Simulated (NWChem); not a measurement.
# BGeH4 (SMILES [BH2][GeH2]) at 4 levels

Wanted: a comparison of 4 runs (UHF/STO-3G, UHF/3-21G, UB3LYP/6-31G*) of BGeH4. 

The results are computed with NWChem 7.3.0.

## (1) Starting point

The species is BGeH4 (6 atoms), meant as a doublet with charge 0. SMILES: `[BH2][GeH2]`. The shape comes from GFN2-xTB, which is rough for such elements, and wasn't checked as a minimum.

Bond lengths: B1–Ge2 1.922 Å, B1–H3 1.170 Å, B1–H4 1.169 Å, Ge2–H5 1.528 Å, Ge2–H6 1.528 Å. Angles: B1–Ge2–H5 129.8°, B1–Ge2–H6 129.7°, Ge2–B1–H3 119.3°, Ge2–B1–H4 119.1°, H5–Ge2–H6 100.4°, H3–B1–H4 121.6°.

## (2) Energy and forces at UHF/STO-3G (run 1)

The input, run.py:

```python
from ase import Atoms
from ase.calculators.nwchem import NWChem

atoms = Atoms(['B', 'Ge', 'H', 'H', 'H', 'H'], positions=[
    [-0.012800, -1.089570, 0.124830],
    [0.012730, 0.820130, -0.090400],
    [-0.774610, -1.570630, 0.870550],
    [0.740510, -1.741390, -0.487720],
    [0.891660, 1.692480, -0.985930],
    [-0.857490, 1.888970, 0.568670],
])

calc = NWChem(
    label='bgeh4',
    theory='scf',
    memory='2200 mb',
    basis='STO-3G',
    basispar='spherical bse',
    scf={'nopen': '1', 'uhf': None, 'thresh': '1e-08', 'maxiter': '80'},
)
atoms.calc = calc

forces = atoms.get_forces()
e = atoms.get_potential_energy()
print(f"E = {e:.6f} eV")
print("forces (eV/A):")
for s, f in zip(atoms.symbols, forces):
    print(f"{s:2s} {f[0]:10.5f} {f[1]:10.5f} {f[2]:10.5f}")
```

The run is started by

```console
$ export ASE_NWCHEM_COMMAND="nwchem PREFIX.nwi > PREFIX.nwo"
$ python run.py
```

What it wrote:

```text
E = -56555.803690 eV
forces (eV/A):
B     0.03111    1.16332   -0.12213
Ge    0.00612    2.37354   -0.28848
H     0.37044   -0.08022   -0.34283
H    -0.38191   -0.00406    0.33831
H    -0.87428   -1.63368    0.97111
H     0.84852   -1.81885   -0.55598
```

The calculator wrote bgeh4.nwi:

```
title "bgeh4"

permanent_dir bgeh4

scratch_dir bgeh4

start bgeh4

geometry units angstrom nocenter noautosym noautoz
  B  -1.2800000000000001e-02 -1.0895699999999999e+00 1.2483000000000000e-01
  Ge 1.2730000000000000e-02 8.2013000000000003e-01 -9.0399999999999994e-02
  H  -7.7461000000000002e-01 -1.5706300000000000e+00 8.7055000000000005e-01
  H  7.4051000000000000e-01 -1.7413900000000000e+00 -4.8771999999999999e-01
  H  8.9166000000000001e-01 1.6924800000000000e+00 -9.8592999999999997e-01
  H  -8.5748999999999997e-01 1.8889700000000000e+00 5.6867000000000001e-01
end

memory 2200 mb

basis spherical bse noprint
   * library STO-3G
end

scf
  nopen 1
  uhf
  thresh 1e-08
  maxiter 80
end

task scf gradient
```

bgeh4.nwo:

```text
Northwest Computational Chemistry Package (NWChem) 7.3.0
             --------------------------------------------------------

           Job information
           ---------------

    nwchem branch   = 7.3.0
    use scalapack   = T
    input           = bgeh4.nwi
    prefix          = bgeh4.
    data base       = bgeh4/bgeh4.db
    status          = startup
    nproc           =        1

           Memory information
           ------------------

[... 5 lines left out ...]
    hardfail = no
[... 121 lines left out ...]
 1-e energy   =   -3092.836399
[... 9 lines left out ...]
 Convergence threshold     :          1.000E-08
[... 16 lines left out ...]
      One electron energy =  -3088.562833839650
[... 9 lines left out ...]
          Final alpha eigenvalues
[... 196 lines left out ...]
                     UHF Final Beta Molecular Orbital Analysis
[... 221 lines left out ...]
                 ----------------------------------------
                 |  Time  |  1-e(secs)   |  2-e(secs)   |
                 ----------------------------------------
                 |  CPU   |       0.00   |       0.26   |
                 ----------------------------------------
                 |  WALL  |       0.00   |       0.26   |
                 ----------------------------------------

 Task  times  cpu:        1.4s     wall:        1.4s
 Total times  cpu:        1.5s     wall:        1.5s
```

Wall time 2.4 s (1 thread of Intel Xeon 6975P-C (Granite Rapids), shared host); peak memory 0.096 GiB.

## (3) Energy and gradient at UHF/3-21G (run 2)

The input, bgeh4.nw:

```
start bgeh4
title "BGeH4 hf"
memory total 2200 mb

geometry units angstroms noautosym nocenter noautoz
 B    -0.012800   -1.089570    0.124830
 Ge    0.012730    0.820130   -0.090400
 H    -0.774610   -1.570630    0.870550
 H     0.740510   -1.741390   -0.487720
 H     0.891660    1.692480   -0.985930
 H    -0.857490    1.888970    0.568670
end

basis "ao basis" spherical bse
 * library 3-21G
end

scf
 doublet
 uhf
 thresh 1e-08
 maxiter 80
 noprint "final vectors analysis"
end

task scf gradient
```

The run is started by

```console
$ nwchem bgeh4.nw > bgeh4.out
```

What it wrote:

```text
[...]
  functions       =    39
[...]
  wavefunction    = UHF
[...]
         Total SCF energy =  -2092.125867203133
      One electron energy =  -3090.427963171907
      Two electron energy =    912.246588998143
 Nuclear repulsion energy =     86.055506970631
                       Sz =      0.5000
                 Sz(Sz+1) =      0.7500
                      S^2 =      0.7580
[...]
                         UHF ENERGY GRADIENTS
    atom               coordinates                        gradient
                 x          y          z           x          y          z
   1 B      -0.024188  -2.058989   0.235894   -0.000035   0.015169  -0.001877
   2 Ge      0.024056   1.549821  -0.170831   -0.000321  -0.036108   0.004215
   3 H      -1.463801  -2.968060   1.645101    0.005075   0.004693  -0.004903
   4 H       1.399361  -3.290750  -0.921657   -0.004840   0.005955   0.003889
   5 H       1.684993   3.198323  -1.863138   -0.006378   0.005955   0.005087
   6 H      -1.620421   3.569636   1.074630    0.006499   0.004335  -0.006410
[...]
```

Wall time 2.6 s (1 thread of Intel Xeon 6975P-C (Granite Rapids), shared host); peak memory 0.096 GiB.

Run 3 isn't shown in full; the table further down has it.

## (4) Energy and forces at UB3LYP/6-31G(d) (spherical functions) (run 4)

The input, bgeh4.xyz:

```xyz
6
BGeH4
B     -0.012800    -1.089570     0.124830
Ge     0.012730     0.820130    -0.090400
H     -0.774610    -1.570630     0.870550
H      0.740510    -1.741390    -0.487720
H      0.891660     1.692480    -0.985930
H     -0.857490     1.888970     0.568670
```

The input, run.py:

```python
from ase.io import read
from ase.calculators.nwchem import NWChem

atoms = read('bgeh4.xyz')

calc = NWChem(
    label='bgeh4',
    theory='dft',
    memory='2200 mb',
    basis='6-31G*',
    basispar='spherical bse',
    dft={'xc': 'b3lyp', 'mult': '2', 'grid': 'xfine', 'convergence': 'energy 1e-08', 'iterations': '100', 'mulliken': None},
)
atoms.calc = calc

forces = atoms.get_forces()
e = atoms.get_potential_energy()
print(f"E = {e:.6f} eV")
print("forces (eV/A):")
for s, f in zip(atoms.symbols, forces):
    print(f"{s:2s} {f[0]:10.5f} {f[1]:10.5f} {f[2]:10.5f}")
```

The run is started by

```console
$ export ASE_NWCHEM_COMMAND="nwchem PREFIX.nwi > PREFIX.nwo"
$ python run.py
```

What it wrote:

```text
E = -57251.378875 eV
forces (eV/A):
B     0.00458   -0.55870    0.07240
Ge    0.00638    1.18579   -0.14465
H    -0.37698   -0.24055    0.35893
H     0.36602   -0.33059   -0.30231
H     0.38772   -0.07600   -0.33810
H    -0.38767    0.01995    0.35373
```

The calculator wrote bgeh4.nwi:

```
title "bgeh4"

permanent_dir bgeh4

scratch_dir bgeh4

start bgeh4

geometry units angstrom nocenter noautosym noautoz
  B  -1.2800000000000001e-02 -1.0895699999999999e+00 1.2483000000000000e-01
  Ge 1.2730000000000000e-02 8.2013000000000003e-01 -9.0399999999999994e-02
  H  -7.7461000000000002e-01 -1.5706300000000000e+00 8.7055000000000005e-01
  H  7.4051000000000000e-01 -1.7413900000000000e+00 -4.8771999999999999e-01
  H  8.9166000000000001e-01 1.6924800000000000e+00 -9.8592999999999997e-01
  H  -8.5748999999999997e-01 1.8889700000000000e+00 5.6867000000000001e-01
end

memory 2200 mb

basis spherical bse noprint
   * library 6-31G*
end

dft
  xc b3lyp
  mult 2
  grid xfine
  convergence energy 1e-08
  iterations 100
  mulliken
end

task dft gradient
```

bgeh4.nwo:

```text
Northwest Computational Chemistry Package (NWChem) 7.3.0
             --------------------------------------------------------

           Job information
           ---------------

    nwchem branch   = 7.3.0
    use scalapack   = T
    input           = bgeh4.nwi
    prefix          = bgeh4.
    data base       = bgeh4/bgeh4.db
    status          = startup
    nproc           =        1

           Memory information
           ------------------

[... 5 lines left out ...]
    hardfail = no
[... 118 lines left out ...]
          Convergence on energy requested:  1.00D-08
[... 29 lines left out ...]
          total energy or number of iterations.
[... 88 lines left out ...]
      One electron energy =    -3099.943460286046
[... 893 lines left out ...]
          Convergence on energy requested:  1.00D-08
[... 29 lines left out ...]
          total energy or number of iterations.
[... 37 lines left out ...]
                 ----------------------------------------
                 |  Time  |  1-e(secs)   |  2-e(secs)   |
                 ----------------------------------------
                 |  CPU   |       0.00   |       1.93   |
                 ----------------------------------------
                 |  WALL  |       0.00   |       1.93   |
                 ----------------------------------------

 Task  times  cpu:       21.2s     wall:       21.2s
 Total times  cpu:       21.2s     wall:       21.2s
```

Run time: 23 s. Hardware: 1 thread of Intel Xeon 6975P-C (Granite Rapids), shared host; peak memory 0.13 GiB.

## (5) Overview of the runs

```csv
run,level,Cartesian functions,iteration cap,energy (Eh),dipole moment (D),⟨S²⟩,largest force (eV/Å),wall time
1,UHF/STO-3G,no,80,-2078.387468,0.38,0.760,2.391,2.4 s
2,UHF/3-21G,no,80,-2092.125867,0.22,0.758,1.869,2.6 s
3,UB3LYP/6-31G* (Cartesian functions),yes,100,-2103.955243,–,0.752,1.191,20 s
4,UB3LYP/6-31G* (spherical functions),no,100,-2103.949384,0.61,0.752,1.195,23 s
```

## (6) What came out

```
                                 quantity           value
                      run 4: total energy  -2103.94938 Eh
                     run 4: dipole moment          0.61 D
run 4: HOMO energy (highest over α and β)        -6.03 eV
 run 4: LUMO energy (lowest over α and β)        -3.65 eV
                              run 4: ⟨S²⟩           0.752
          run 4: largest force on an atom      1.195 eV/Å
```

In words: Over runs 1, 2, 4 the dipole moment (its size) runs from 0.22 D (UHF/3-21G) to 0.61 D (UB3LYP/6-31G*). The two ends differ in method and basis. In run 1 the basis is minimal, so the values are rough. All runs together took 48 s, the longest 23 s.
